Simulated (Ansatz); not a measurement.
# SiCNF2 (SMILES N#C[Si](F)F) at UCCSD(T)/aug-cc-pVDZ

What is the electronic atomisation energy of SiCNF2 at UCCSD(T)/aug-cc-pVDZ? 

The calculation is run with Ansatz 0.2.0.

36 further runs of the same task are left out: 36 set aside as unsound or not needed.

## 1. The molecule

SiCNF2: 5 atoms, total charge 0, spin state doublet. SMILES: `N#C[Si](F)F`. The coordinates come from a PBE0-D4/def2-TZVP relaxation.

Bond lengths: N1–C2 1.152 Å, C2–Si3 1.842 Å, Si3–F4 1.580 Å, Si3–F5 1.580 Å. Angles: N1–C2–Si3 172.4°, C2–Si3–F4 107.6°, C2–Si3–F5 107.6°, F4–Si3–F5 108.8°.

## 2. A single-point energy at UCCSD(T)/aug-cc-pVDZ

File run.yaml:

```yaml
crystal:
  periodic: [false, false, false]
  atoms:
    - symbol: N
      position_ang: [1.426100, -1.103800, 1.364300]
    - symbol: C
      position_ang: [0.743000, -0.566400, 0.607500]
    - symbol: Si
      position_ang: [-0.192800, 0.214100, -0.773500]
    - symbol: F
      position_ang: [-1.655600, -0.382400, -0.757500]
    - symbol: F
      position_ang: [-0.270900, 1.764900, -0.482300]
basis:
  gaussian: {orbitals: aug-cc-pVDZ}
magnetization: {spin_polarized: true, initial_magnetization: 1}
correlation: {method: ccsd_t, frozen_orbitals: {C: 1, F: 1, "N": 1, Si: 5}}
accuracy: high
scf: {omitted_lower_state_checks: [cluster_reference, increment]}
```

The run is started by

```
$ ansatz run run.yaml --threads 1 --pin off --max-ram 3480MiB --events-out events.jsonl --progress --plain --runs-dir runs
```

What it wrote:

```text
Warning: RAYON_NUM_THREADS=1 ignored (pool sized by the plan → 1); use --threads N
Functional definition: HF
  name "HF"
  exchange = exact_x
  correlation = 0
these checks for a lower state are left out or cut short: cluster_reference, increment
2327 factors; integrals over basis functions are off by at most 3.1e-9 eV
mean field evaluation 1: about -15784.5821 eV, gradient 3.1e1 eV
mean field evaluation 2: about -15784.5878 eV, gradient 3.1e1 eV
mean field evaluation 4: about -15789.0228 eV, gradient 3.9e0 eV
mean field evaluation 8: about -15789.1795 eV, gradient 2.7e-1 eV
mean field evaluation 16: about -15788.9615 eV, gradient 1.5e0 eV
mean field -15789.18149182 eV, -580.2417175329 hartree, gradient 3.5e-8 eV, S^2 0.759231; 2 other end points of the search recorded, 0 dependent functions left out
9 core orbitals not correlated: weight in the atoms' cores, before any rotation towards them, 1.000 or more for the frozen orbitals, at most 0.000 for the correlated occupied ones
reference -15789.18149182 eV, -580.2417175329 hartree; 14, 13 occupied and 96, 97 virtual orbitals, 2327 factors
second order -20.78325858 eV of doubles, -0.00000000 eV of singles
cycle   1  -20.33579255 eV  change    4.5e-1 eV  update   1.2e-1
cycle   2  -20.90197280 eV  change   -5.7e-1 eV  update   3.7e-2
cycle   3  -21.04881705 eV  change   -1.5e-1 eV  update   2.0e-2
cycle   4  -21.04967932 eV  change   -8.6e-4 eV  update   6.4e-3
cycle   5  -21.04740006 eV  change    2.3e-3 eV  update   3.3e-3
cycle   6  -21.04895199 eV  change   -1.6e-3 eV  update   1.3e-3
cycle   7  -21.04913360 eV  change   -1.8e-4 eV  update   6.5e-4
cycle   8  -21.04912011 eV  change    1.3e-5 eV  update   2.5e-4
cycle   9  -21.04911047 eV  change    9.6e-6 eV  update   9.3e-5
cycle  10  -21.04907383 eV  change    3.7e-5 eV  update   3.6e-5
cycle  11  -21.04906592 eV  change    7.9e-6 eV  update   1.7e-5
cycle  12  -21.04907491 eV  change   -9.0e-6 eV  update   7.4e-6
cycle  13  -21.04907864 eV  change   -3.7e-6 eV  update   3.0e-6
cycle  14  -21.04908104 eV  change   -2.4e-6 eV  update   1.3e-6
cycle  15  -21.04908212 eV  change   -1.1e-6 eV  update   6.3e-7
cycle  16  -21.04908210 eV  change    2.2e-8 eV  update   3.4e-7
cycle  17  -21.04908219 eV  change   -9.3e-8 eV  update   1.8e-7
cycle  18  -21.04908220 eV  change   -7.1e-9 eV  update   9.3e-8
cycle  19  -21.04908217 eV  change    3.2e-8 eV  update   5.3e-8
cycle  20  -21.04908220 eV  change   -3.7e-8 eV  update   3.5e-8
cycle  21  -21.04908253 eV  change   -3.3e-7 eV  update   1.2e-7
cycle  22  -21.04908253 eV  change    5.3e-9 eV  update   2.6e-8
cycle  23  -21.04908255 eV  change   -2.5e-8 eV  update   1.0e-8
cycle  24  -21.04908256 eV  change   -4.5e-9 eV  update   4.8e-9
cycle  25  -21.04908256 eV  change   -3.3e-9 eV  update   2.2e-9
cycle  26  -21.04908256 eV  change   -1.2e-9 eV  update  8.5e-10
perturbative correction -0.71704484 eV, -0.0263509117 hartree
Total energy: -15810.94761922 eV, -581.0416079611 hartree
Checks for a lower state left out: cluster_reference, increment
```

Wall time 73 s (1 thread of AMD EPYC 9R45 (Zen 5), shared host); peak memory 2.6 GiB.

## 3. The C atom, same level

File molecule.yaml:

```yaml
crystal:
  periodic: [false, false, false]
  atoms:
    - {symbol: C, position_ang: [0.000000, 0.000000, 0.000000]}
basis:
  gaussian:
    orbitals: aug-cc-pVDZ
magnetization:
  spin_polarized: true
  initial_magnetization: 2
correlation:
  method: ccsd_t
  frozen_orbitals: {C: 1}
accuracy: high
scf:
  omitted_lower_state_checks: [cluster_reference, increment]
```

Run the same way, it converges to -37.76487 Eh (log not shown).

## 4. The F atom

File run.yaml:

```yaml
basis:
  gaussian: {orbitals: aug-cc-pVDZ}
crystal:
  periodic: [false, false, false]
  atoms:
    - {symbol: F, position_ang: [0.000000, 0.000000, 0.000000]}
magnetization: {spin_polarized: true, initial_magnetization: 1}
correlation: {method: ccsd_t, frozen_orbitals: {F: 1}}
accuracy: high
scf: {omitted_lower_state_checks: [cluster_reference, increment]}
```

Run the same way, it converges to -99.55007 Eh (log not shown).

## 5. The N atom

File molecule.yaml:

```yaml
crystal:
  periodic: [false, false, false]
  atoms:
    - {symbol: "N", position_ang: [0.000000, 0.000000, 0.000000]}
basis:
  gaussian:
    orbitals: aug-cc-pVDZ
magnetization:
  spin_polarized: true
  initial_magnetization: 3
correlation:
  method: ccsd_t
  frozen_orbitals: {"N": 1}
accuracy: high
scf:
  omitted_lower_state_checks: [cluster_reference, increment]
```

Run the same way, it converges to -54.48698 Eh (log not shown).

## 6. The Si atom at the same level

File input.yaml:

```yaml
crystal:
  periodic: [false, false, false]
  atoms:
    - symbol: Si
      position_ang: [0.000000, 0.000000, 0.000000]
basis:
  gaussian: {orbitals: aug-cc-pVDZ}
magnetization: {spin_polarized: true, initial_magnetization: 2}
correlation: {method: ccsd_t, frozen_orbitals: {Si: 5}}
accuracy: high
scf: {omitted_lower_state_checks: [cluster_reference, increment]}
```

Run the same way, it converges to -288.91831 Eh (log not shown).

## 7. Results

At UCCSD(T)/aug-cc-pVDZ, 9 core orbitals frozen:

```
                                             quantity          value
                               molecule: total energy  -581.04161 Eh
molecule: correlation energy (9 core orbitals frozen)     -799.9 mEh
                             molecule: (T) correction     -26.35 mEh
          molecule: ⟨S²⟩ of the reference determinant          0.759
                              molecule: T1 diagnostic          0.017
                                 C atom: total energy   -37.76487 Eh
   C atom: correlation energy (1 core orbital frozen)      -77.1 mEh
                               C atom: (T) correction      -1.26 mEh
            C atom: ⟨S²⟩ of the reference determinant          2.010
                                C atom: T1 diagnostic          0.010
                                 F atom: total energy   -99.55007 Eh
   F atom: correlation energy (1 core orbital frozen)     -169.0 mEh
                               F atom: (T) correction      -2.32 mEh
            F atom: ⟨S²⟩ of the reference determinant          0.754
                                F atom: T1 diagnostic          0.010
                                 N atom: total energy   -54.48698 Eh
   N atom: correlation energy (1 core orbital frozen)      -93.8 mEh
                               N atom: (T) correction      -1.27 mEh
            N atom: ⟨S²⟩ of the reference determinant          3.757
                                N atom: T1 diagnostic          0.008
                                Si atom: total energy  -288.91831 Eh
 Si atom: correlation energy (5 core orbitals frozen)      -67.4 mEh
                              Si atom: (T) correction      -1.29 mEh
           Si atom: ⟨S²⟩ of the reference determinant          2.014
                               Si atom: T1 diagnostic          0.011
                        electronic atomisation energy      20.989 eV
```

In words: Taking the molecule apart into free atoms costs 20.99 eV (2025 kJ/mol), before zero-point energy and without spin-orbit coupling. The triples (molecule) make up 3.3 % of the correlation energy. The triples (C atom) make up 1.6 % of the correlation energy. The triples (F atom) make up 1.4 % of the correlation energy. The triples (N atom) make up 1.4 % of the correlation energy. The triples (Si atom) make up 1.9 % of the correlation energy.
